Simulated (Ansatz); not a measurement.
# W (Tungsten): the cost of one run

Computed with Ansatz 0.2.0, driven from Python. The levels of theory stand in the script.

### Step 1. Starting point

The structure is cubic, space group Im-3m (No. 229). Conventional cell: a = 3.165 Å, b = 3.165 Å, c = 3.165 Å, α = 90.00°, β = 90.00°, γ = 90.00°. W (site symmetry m-3m) has 8 W at 2.74 Å as nearest neighbours.

No structure file is read: the coordinates are typed or built in the script.

### Step 2. Script

The input, lattice_w.py:

```python
"""How the lattice of W depends on the functional."""

import ansatz as az
import numpy as np

ECUT = 550
K_DENSITY = 4.1

def edges_and_angles(cell):
    cell = np.asarray(cell)
    a, b, c = np.linalg.norm(cell, axis=1)
    cosines = cell[1] @ cell[2] / (b * c), cell[0] @ cell[2] / (a * c), cell[0] @ cell[1] / (a * b)
    return (a, b, c, *np.degrees(np.arccos(cosines)))

lattice = az.Lattice.of(
    [-1.582345, 1.582345, 1.582345],
    [1.582345, -1.582345, 1.582345],
    [1.582345, 1.582345, -1.582345],
)
sites = [
    ("W", [0.0, 0.0, 0.0]),
]
xtal = az.Crystal(lattice=lattice)
for symbol, position in sites:
    xtal = xtal.atom(symbol, position)

model = (
    xtal.calculation()
    .basis(ECUT)
    .kpoints(density=K_DENSITY)
    .occupations(az.OccupationsMethod.COLD)
    .relax(cell=True, max_steps=60)
)

levels = [("pbe", "none"), ("pbe", "d3bj"), ("revpbe", "d3bj"), ("r2scan", "d4")]
print("level            a       b       c    alpha   beta  gamma  V/atom  steps")
for name, dispersion in levels:
    seen = []
    run = model.functional(name, dispersion=dispersion).session().plan()
    res = run.execute(on_event=lambda e: seen.append(e) if e["event"] == "relax_step" else None)
    cell = res.lattice.cell_ang
    label = name if dispersion == "none" else f"{name}+{dispersion}"
    print("{:13s} {:7.4f} {:7.4f} {:7.4f} {:6.2f} {:6.2f} {:6.2f}".format(label, *edges_and_angles(cell)), f"{abs(np.linalg.det(cell)) / len(res.lattice.sites):7.3f} {len(seen):5d}")
```

### Step 3. The calls as engine input

The engine receives this input (first run):

```yaml
crystal:
  lattice:
    - [-1.582345, 1.582345, 1.582345]
    - [1.582345, -1.582345, 1.582345]
    - [1.582345, 1.582345, -1.582345]
  atoms:
    - { symbol: W, position: [0.0, 0.0, 0.0] }
basis:
  ecutwfc: 550.0
kpoints:
  mp_grid:
    kspacing: 0.24390243902439027
hamiltonian:
  xc: pbe
  dispersion: none
scf:
  occupations:
    method: cold
relax:
  max_steps: 60
  cell: {}
```

### Step 4. Launch

Launch:

```console
$ python lattice_w.py
```

What time and memory should one allow on 1 thread of Arm Neoverse V1, shared host?

About 24 s, with a peak of 0.44 GiB.
